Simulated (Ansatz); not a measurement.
**Sn2Pt (Fm-3m): surface slab from a Python script**

Wanted for Sn2Pt (Fm-3m): a surface slab.

The COD entry's cell or inner coordinates are ideal or old and differ from later refinements, so a difference from it is no clean test against experiment.

Program: Ansatz 0.2.0, driven from Python. Level of theory: DFT LDA, plane waves, PAW. These are calculated values, not measurements.

## 1. The structure

Symmetry: Fm-3m, No. 225, cubic system. The conventional cell has a = 6.425 Å, b = 6.425 Å, c = 6.425 Å, α = 90.00°, β = 90.00°, γ = 90.00°. Around Sn (site symmetry -43m) lie 4 Pt at 2.78 Å. Around Pt (site symmetry m-3m) lie 8 Sn at 2.78 Å.

No structure file is read: the coordinates are typed or built in the script.

## 2. The script

File run_slab.py:

```python
# -*- coding: utf-8 -*-
"""Slab calculation for Sn2Pt."""

import warnings

import ansatz as az
from ase import Atoms
from ase.build import surface
import numpy as np

warnings.simplefilter("ignore", az.DeckWarning)

atoms = Atoms(
    ["Sn", "Sn", "Pt"],
    scaled_positions=[
        (0.25, 0.25, 0.25),
        (0.75, 0.75, 0.75),
        (0.0, 0.0, 0.0),
    ],
    cell=[
        (0.0, 3.2125, 3.2125),
        (3.2125, 0.0, 3.2125),
        (3.2125, 3.2125, 0.0),
    ],
    pbc=True,
)
# the plane is named in the basis of this cell
slab = surface(atoms, (0, 0, 1), 3, vacuum=6.0)
slab.pbc = True

print(slab.get_chemical_formula(), "area {:.3f} A^2, cell height {:.2f} A".format(np.linalg.norm(np.cross(slab.cell[0], slab.cell[1])), slab.cell[2, 2]))


def settings(structure):
    return (
        az.Crystal.from_ase(structure).calculation()
        .functional("LDA")
        .occupations("fermi_dirac", width=0.01)
        .scf(max_iterations=150, extra_bands=12)
        .basis(530)
    )


calculation = settings(slab).kpoints(4, 4, 1).electric_field(axis=3, dipole_correction=True).potential().forces()
res = calculation.run(threads=1, pin="off")
rep = res.report

print(f"slab free energy {rep['free_energy_ev']:.4f} eV, Fermi level {rep['fermi_energy_ev']:.3f} eV")
for key, value in rep["work_function"].items():
    if isinstance(value, float):
        print(f"{key:34s} {value:12.5f}")

print("z (A) and force along z (eV/A)")
for site, force in sorted(zip(res.lattice.sites, rep["forces_ev_ang"]), key=lambda pair: pair[0].position_ang[2]):
    print(f"{site.symbol:3s} {site.position_ang[2]:8.3f} {force[2]:9.4f}")
```

## 3. What the engine is handed

The package turns the script's settings into the engine's input:

```yaml
crystal:
  lattice:
    - [4.543161069123568, 0.0, 0.0]
    - [2.271580534561784, 3.93449289934548, 0.0]
    - [0.0, 0.0, 22.201057568744197]
  atoms:
    - { symbol: Sn, position: [0.33333333333333326, 0.3333333333333333, 0.31202877828840664] }
    - { symbol: Sn, position: [0.9999999999999998, 0.9999999999999999, 0.3955715434935592] }
    - { symbol: Pt, position: [0.0, 0.0, 0.27025739568583035] }
    - { symbol: Sn, position: [0.6666666666666665, 0.6666666666666666, 0.4791143086987118] }
    - { symbol: Sn, position: [0.33333333333333326, 0.33333333333333326, 0.5626570739038645] }
    - { symbol: Pt, position: [0.33333333333333326, 0.3333333333333333, 0.43734292609613556] }
    - { symbol: Sn, position: [-4.1313566070667466e-17, 0.9999999999999999, 0.646199839109017] }
    - { symbol: Sn, position: [0.6666666666666663, 0.6666666666666663, 0.7297426043141696] }
    - { symbol: Pt, position: [0.6666666666666665, 0.6666666666666666, 0.6044284565064407] }
basis:
  ecutwfc: 530.0
kpoints:
  mp_grid:
    grid: [4, 4, 1]
hamiltonian:
  xc: lda
efield:
  axis: 3
  dipole_correction: true
scf:
  max_iter: 150
  n_extra_bands: 12
  occupations:
    method: fermi_dirac
    width: 0.01
output:
  write_potential: true
  forces: true
```

## 4. Launch

The run is started by

```bash
$ python run_slab.py
```

Q: Predict the main results. Wanted: free energy; largest force; vacuum level less Fermi level, upper / lower face.

As calculated:

| quantity | value |
| --- | --- |
| free energy | -72012.7741 eV (-8001.4193 eV/atom) |
| largest force | 2.055 eV/Å |
| vacuum level less Fermi level, upper / lower face | 4.44 / 4.80 eV |

What this shows: The two faces differ by 0.35 eV, so the slab carries a dipole. Forces reach 2.05 eV/Å, so the atoms aren't at rest. Notes:
- The density doesn't vanish in the vacuum (a short gap or a low cutoff), which blurs the vacuum level.
- The mesh is modest for a metal, so energies can be off by several to tens of meV an atom and pressures by half a GPa or more; differences at equal mesh fare better.
- Only differences from the Fermi energy are physical; the zero of the scale is a convention.
- Of the deposited cell: the entry's cell lengths or inner coordinates differ somewhat from later room-temperature determinations.
- Spin-orbit coupling, which matters for elements this heavy, is left out.
- The slab is thin and cut from the structure as given; a cut can leave two unlike or polar faces, and the surface energy is then their mean. Miller indices refer to the vectors of the cell as typed, and the lattice isn't relaxed for this functional, so relaxation and surface energy can hold strain.
